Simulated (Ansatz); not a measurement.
# C₃H₄AlCl: a ladder of functionals and wavefunction methods

One table from this session's results is given with a row withheld; the runs are named, their logs left out.

The runs use Ansatz 0.2.0, Gaussian basis; functionals in def2-TZVPP, the program's frozen cores in correlated methods.

Plan: LDA (SPW92), PBE-D4, revPBE-D4, BLYP-D4, r2SCAN-D4, B97M-V, PBE0-D4, B3LYP-D4, r2SCANh-D4, r2SCAN0-D4, HSE06-D4, BHLYP-D4, CAM-B3LYP-D4, LC-ωPBE, ωB97X-V, ωB97M-V, B2PLYP, PBE-QIDH; CCSD(T)/def2-SVP; CCSD(T)/def2-TZVPP; MP2/def2-QZVPP; extrapolation to the limit; RPA on PBE.

## The relaxed structure

All runs share one geometry, relaxed beforehand with PBE0-D4 in a triple-zeta def2 set.

SMILES `Cl[CH2][Al]1[CH]=[CH]1`, 9 atoms, charge 0, spin multiplicity 1.

Atoms are counted from 1 here; the program's logs count them from 0.

Bond lengths: Cl1–C2 1.816 Å, C2–Al3 1.945 Å, C2–H6 1.088 Å, C2–H7 1.088 Å, Al3–C4 1.849 Å, Al3–C5 1.849 Å, C4–C5 1.369 Å, C4–H8 1.089 Å, C5–H9 1.089 Å. Angles: Cl1–C2–Al3 95.1°, Cl1–C2–H6 107.2°, Cl1–C2–H7 107.2°, Al3–C2–H6 117.7°, Al3–C2–H7 117.7°, H6–C2–H7 109.8°, C2–Al3–C4 158.3°, C2–Al3–C5 158.3°, C4–Al3–C5 43.4°, Al3–C4–C5 68.3°, Al3–C4–H8 164.3°, C5–C4–H8 127.4°, Al3–C5–C4 68.3°, Al3–C5–H9 164.3°, C4–C5–H9 127.4°.

Set-up of the first run:

in.yaml reads:

```yaml
crystal:
  periodic: [false, false, false]
  atoms:
    - {symbol: Cl, position_ang: [-1.421490, 1.816248, 1.302211]}
    - {symbol: C, position_ang: [0.240931, 1.120668, 1.524894]}
    - {symbol: Al, position_ang: [0.136276, -0.075231, -0.006039]}
    - {symbol: C, position_ang: [-0.245224, -1.610841, -0.963171]}
    - {symbol: C, position_ang: [0.272372, -0.629830, -1.764894]}
    - {symbol: H, position_ang: [0.945818, 1.947833, 1.472598]}
    - {symbol: H, position_ang: [0.272183, 0.671723, 2.515489]}
    - {symbol: H, position_ang: [-0.565182, -2.608044, -1.260806]}
    - {symbol: H, position_ang: [0.452714, -0.678826, -2.837483]}
basis:
  gaussian: {orbitals: def2-TZVPP}
hamiltonian: {xc: lda}
output: {orbitals: {seedname: orbitals}}
```

Command:

```sh
ansatz run in.yaml --threads 2 --pin off --events-out ev --progress --plain --max-ram 4352MiB
```

Among the steps run: LDA; PBE-D4 (GGA); revPBE-D4 (GGA); BLYP-D4 (GGA); r2SCAN-D4 (meta-GGA); B97M-V (meta-GGA); PBE0-D4 (hybrid); B3LYP-D4 (hybrid); r2SCANh-D4 (hybrid); r2SCAN0-D4 (hybrid); HSE06-D4 (hybrid); BHLYP-D4 (hybrid); CAM-B3LYP-D4 (range-separated); LC-ωPBE (range-separated); ωB97X-V (range-separated); ωB97M-V (range-separated); B2PLYP (double hybrid); PBE-QIDH (double hybrid).

One table of the session follows, with a row left open; its other results are not shown here.

It belongs to the step «Frontier levels by functional». 

| functional | HOMO (eV) | gap (eV) |
| --- | --- | --- |
| LDA (SPW92) | -5.36 | 3.48 |
| PBE-D4 | -5.26 | 3.57 |
| revPBE-D4 | -5.21 | 3.61 |
| BLYP-D4 | -5.14 | 3.55 |
| r2SCAN-D4 | -5.48 | 4.09 |
| B97M-V | -5.54 | 4.05 |
| PBE0-D4 | -6.43 | 5.62 |
| B3LYP-D4 | -6.25 | 5.18 |
| r2SCANh-D4 | -5.91 | 4.84 |
| r2SCAN0-D4 | -6.58 | 5.94 |
| HSE06-D4 | -6.04 | 4.85 |
| BHLYP-D4 | -7.55 | 7.53 |
| CAM-B3LYP-D4 | -7.78 | 7.91 |
| LC-ωPBE | -9.10 | 10.39 |
| ωB97X-V | -8.78 | 9.91 |
| ωB97M-V | ? | ? |

Q: Estimate the row for ωB97M-V from the others.

The run gave: HOMO (eV): -8.61; gap (eV): 9.43. In the column «HOMO (eV)» it lies between ωB97X-V (-8.78) and CAM-B3LYP-D4 (-7.78).
